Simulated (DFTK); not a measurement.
# AlNi (Pm-3m) in DFTK: reference runs

How does AlNi come out in PBEsol? The cell is run as given.

All numbers are computed with DFTK 0.8.2; they aren't measurements. Logs are shortened: lines on timing, memory, paths and dates and some standing lists are left out, and cuts for length are marked.

### 1 The structure

It takes space group Pm-3m (No. 221, cubic). The conventional cell has a = 2.881 Å, b = 2.881 Å, c = 2.881 Å, α = 90.00°, β = 90.00°, γ = 90.00°. Around Ni (site symmetry m-3m) lie 8 Al at 2.50 Å. Al (site symmetry m-3m) is surrounded by 8 Ni at 2.50 Å.

### 2 Single point, PBEsol, collinear spin, ferromagnetic start

The input, run.jl:

```julia
using DFTK
using PseudoPotentialData
using Unitful, UnitfulAtomic
using LinearAlgebra, Printf
include("save.jl")
disable_threading()

# lattice vectors are the columns
lattice = austrip(1u"Å") * [         2.881            0.0            0.0;
                      0.0          2.881            0.0;
                      0.0            0.0          2.881]
symbols   = [:Ni, :Al]
positions = [[0.5, 0.5, 0.5],
             [0.0, 0.0, 0.0]]
pseudopotentials = PseudoFamily("dojo.nc.sr.pbesol.v0_4_1.standard.upf")
elements = Dict(s => ElementPsp(s, pseudopotentials) for s in unique(symbols))
atoms    = [elements[s] for s in symbols]
magnetic_moments = [1.0, 0.0]

build_model(lattice, positions; symmetries=true) =
    model_DFT(lattice, atoms, positions;
              functionals=PBEsol(),
              magnetic_moments,
              spin_polarization=:collinear,
              temperature=austrip(0.05u"eV"),
              smearing=Smearing.FermiDirac(),
              symmetries)
Ecut  = 49.0  # hartree
kgrid = [9, 9, 9]
tol   = 1e-6
to_GPa = ustrip(uconvert(u"GPa", 1u"hartree/bohr^3"))

model = build_model(lattice, positions)
basis = PlaneWaveBasis(model; Ecut, kgrid)
display(basis)
scfres = self_consistent_field(basis;
                               tol,
                               ρ=guess_density(basis, magnetic_moments),
                               nbandsalg=AdaptiveBands(model; n_bands_converge=16))
display(scfres.energies)
@printf "Fermi level: %.6f eV\n" ustrip(auconvert(u"eV", something(scfres.εF, NaN)))
forces = compute_forces_cart(scfres)
println("Forces (eV/Å)")
for (s, f) in zip(symbols, forces)
    @printf "%-3s %12.6f %12.6f %12.6f\n" s ustrip.(auconvert.(u"eV/Å", f))...
end
stress = compute_stresses_cart(scfres)
println("Stress (GPa)")
display(round.(stress * to_GPa; digits=4))
@printf "Total moment: %.4f μB\n" sum(spin_density(scfres.ρ)) * scfres.basis.dvol
println("Levels at the first k-point (eV): ", round.(ustrip.(auconvert.(u"eV", scfres.eigenvalues[1][1:scfres.n_bands_converge])); digits=4))
save_scf!(scfres; forces, stress)
```

Potentials or basis: dojo.nc.sr.pbesol.v0_4_1.standard.upf (PBEsol).

The run is started by

```console
$ julia --threads=1 run.jl  # save.jl only writes the numbers to a file and isn't shown; printed stress counts tension as positive; times include loading and compiling
```

Output:

```text
PlaneWaveBasis discretization:

    Ecut                 : 49.0 Ha
    fft_size             : (40, 40, 40), 64000 total points
    kgrid                : MonkhorstPack([9, 9, 9])
    num.   red. kpoints  : 729
    num. irred. kpoints  : 35

    Discretized Model(gga_x_pbe_sol+gga_c_pbe_sol, 3D):
        lattice (in Bohr)    : [5.4443    , 0         , 0         ]
                               [0         , 5.4443    , 0         ]
                               [0         , 0         , 5.4443    ]
        unit cell volume     : 161.37 Bohr³

        atoms                : AlNi
        pseudopot. family    : PseudoFamily("dojo.nc.sr.pbesol.v0_4_1.standard.upf")

        num. electrons       : 21
        spin polarization    : collinear
        temperature          : 0.0018375 Ha
        smearing             : DFTK.Smearing.FermiDirac()

        terms                : Kinetic()
                               AtomicLocal()
                               AtomicNonlocal()
                               Ewald(nothing)
                               PspCorrection()
                               Hartree()
                               Xc(gga_x_pbe_sol, gga_c_pbe_sol)
                               Entropy()
n     Energy            log10(ΔE)   log10(Δρ)   Magnet   |Magn|   Diag   Δtime
---   ---------------   ---------   ---------   ------   ------   ----   ------
  1   -170.0163453471                   -0.76    0.249    0.316    4.5    19.0s
  2   -170.0190931284       -2.56       -1.13    0.128    0.193    1.0    8.84s
  3   -170.0203519530       -2.90       -1.62    0.040    0.069    2.6    8.86s
  4   -170.0205356597       -3.74       -2.26    0.003    0.008    1.3    7.62s
  5   -170.0205434630       -5.11       -2.63    0.001    0.003    1.9    9.08s
  6   -170.0205448346       -5.86       -3.16   -0.000    0.001    1.8    9.18s
  7   -170.0205449457       -6.95       -3.79   -0.000    0.000    1.9    7.80s
  8   -170.0205449520       -8.20       -4.26    0.000    0.000    2.3    9.80s
  9   -170.0205449539       -8.71       -4.74    0.000    0.000    1.8    8.14s
 10   -170.0205449541       -9.69       -5.06    0.000    0.000    2.0    10.3s
 11   -170.0205449542      -10.32       -5.66    0.000    0.000    1.8    9.49s
 12   -170.0205449542      -11.55       -6.43   -0.000    0.000    2.3    10.9s
Energy breakdown (in Ha):
    Kinetic             79.8783292
    AtomicLocal         -173.1647915
    AtomicNonlocal      -26.1458394
    Ewald               -94.7255811
    PspCorrection       2.6361228
    Hartree             63.8916126
    Xc                  -22.3901557
    Entropy             -0.0002419

    total               -170.020544954171
Fermi level: 10.614642 eV
Forces (eV/Å)
Ni     -0.000000    -0.000000    -0.000000
Al      0.000000     0.000000     0.000000
Stress (GPa)
3×3 StaticArraysCore.SMatrix{3, 3, Float64, 9} with indices SOneTo(3)×SOneTo(3):
 3.3153  0.0     0.0
 0.0     3.3153  0.0
 0.0     0.0     3.3153
Total moment: -0.0000 μB
Levels at the first k-point (eV): [-92.4506, -52.9747, -52.9747, -52.9747, -0.5377, 7.3615, 7.3615, 9.0656, 9.0656, 9.0656, 16.0853, 16.0853, 16.0853, 18.7618, 18.7618, 24.2887]
```

Run time: 4.2 min. Hardware: 1 thread of Intel Xeon Platinum 8488C (Sapphire Rapids), shared host; peak memory 1.9 GiB.

Results:

```yaml
Free_energy: -4626.4947 eV
Pressure: -3.3 GPa
Band_gap_on_the_k_mesh: none (metal or under the smearing width)
Net_moment: 0.00 μB per cell
Absolute_moment: 0.00 μB per cell
```

Levels at points of the mesh, in eV from the Fermi level:
Spin up:
| k point | band 7 | band 8 | band 9 | band 10 | band 11 | band 12 | band 13 | band 14 |
| --- | --- | --- | --- | --- | --- | --- | --- | --- |
| (0.00, 0.00, 0.00) | -3.25 | -1.55 | -1.55 | -1.55 | 5.47 | 5.47 | 5.47 | 8.15 |
Spin down:
```tsv
k point	band 8	band 9	band 10	band 11	band 12	band 13
(0.00, 0.00, 0.00)	-1.55	-1.55	-1.55	5.47	5.47	5.47
```

Caveat: the starting moments collapsed, and a magnetic state may lie lower.
